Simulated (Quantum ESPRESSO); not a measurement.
**BiS: phonons with rPW86PBE+rVV10**

The system is BiS.

```
Bi S
1.0
     4.00294    0.00000    0.00000
     0.00000    4.00294    0.00000
     0.00000    0.00000    4.00294
Bi S
1 1
Direct
  0.50000 0.50000 0.50000
  0.00000 0.00000 0.00000
```

The cell was built by a generator and needn't be a form met in nature.

| Quantity | Value |
| --- | --- |
| Program | Quantum ESPRESSO 7.5 |
| Task | phonons |
| Functional | rPW86PBE |
| Dispersion | rVV10 |
| Potentials or basis | GBRV 1.5 PBE |
| Cutoff | 612 eV |
| Density cutoff | 4898 eV |
| k mesh | 7 × 7 × 7 |
| Occupations | cold, width 0.2 eV |
| Spin | no spin polarisation |
| rVV10 parameter b | 6.3 |
| Mixing beta | 0.5 |
| Most SCF iterations | 120 |
| SCF threshold | 4e-10 Ry |

```yaml
Relaxed_volume: 23.97 Å³/atom
Relaxed_cell: a = 3.633 Å, b = 3.633 Å, c = 3.633 Å, α = 90.00°, β = 90.00°, γ = 90.00°
Space_group_after_relaxing_to_0.05_Å: Pm-3m (No. 221)
Pressure_after_relaxing: -0.1 GPa
Band_gap_on_the_k_mesh: none (metal or under the smearing width)
Highest_phonon_frequency_at_Γ: -7 cm⁻¹
Most_unstable_mode: 59i cm⁻¹
```

Step by step:
```csv
step,energy change (eV),largest force (eV/Å),pressure (GPa),volume (Å³)
1,0.0000,0.0000,-10.60,64.14
2,-0.2168,0.0000,-9.74,60.74
3,-0.4836,0.0000,-7.58,55.86
4,-0.6928,0.0000,-1.49,49.04
5,-0.6976,0.0000,0.46,47.62
6,-0.6981,0.0000,-0.02,47.95
7,-0.6981,0.0000,0.00,47.94
```

Final structure:
```cif
data_structure
_symmetry_space_group_name_H-M 'P 1'
_symmetry_Int_Tables_number 1
_cell_length_a 3.6327
_cell_length_b 3.6327
_cell_length_c 3.6327
_cell_angle_alpha 90.000
_cell_angle_beta 90.000
_cell_angle_gamma 90.000
_cell_volume 47.94
loop_
_atom_site_label
_atom_site_type_symbol
_atom_site_fract_x
_atom_site_fract_y
_atom_site_fract_z
_atom_site_occupancy
Bi1 Bi 0.50000 0.50000 0.50000 1
S1 S 0.00000 0.00000 0.00000 1
```

Levels at points of the mesh, in eV from the Fermi level:
```tsv
k point	band 7	band 8	band 9	band 10	band 11	band 12	band 13	band 14
(0.00, 0.00, 0.00)	-9.57	-3.12	-3.12	-3.12	3.90	3.90	3.92	3.92
```

Phonon frequencies in cm⁻¹ (negative: imaginary):
| q point | frequencies |
| --- | --- |
| (0.000, 0.000, 0.000) | -59 -59 -59 -7 -7 -7 |

Optical modes at Γ, degenerate ones joined:
| cm⁻¹ | components | symmetry | active in |
| --- | --- | --- | --- |
| 56i | 3 | T1u | IR |

It took 5.7 min on 1 thread of Arm Neoverse V2, on a shared host, peak memory 0.23 GiB.

Caveat: the mesh is thin for the phonons of a metal; the potentials were made for another functional, which shifts forces and pressure; some modes are imaginary; the volume moved by over 15 % at a fixed basis, so the end points are rough; spin-orbit coupling is left out, which moves the levels of the heavy elements.
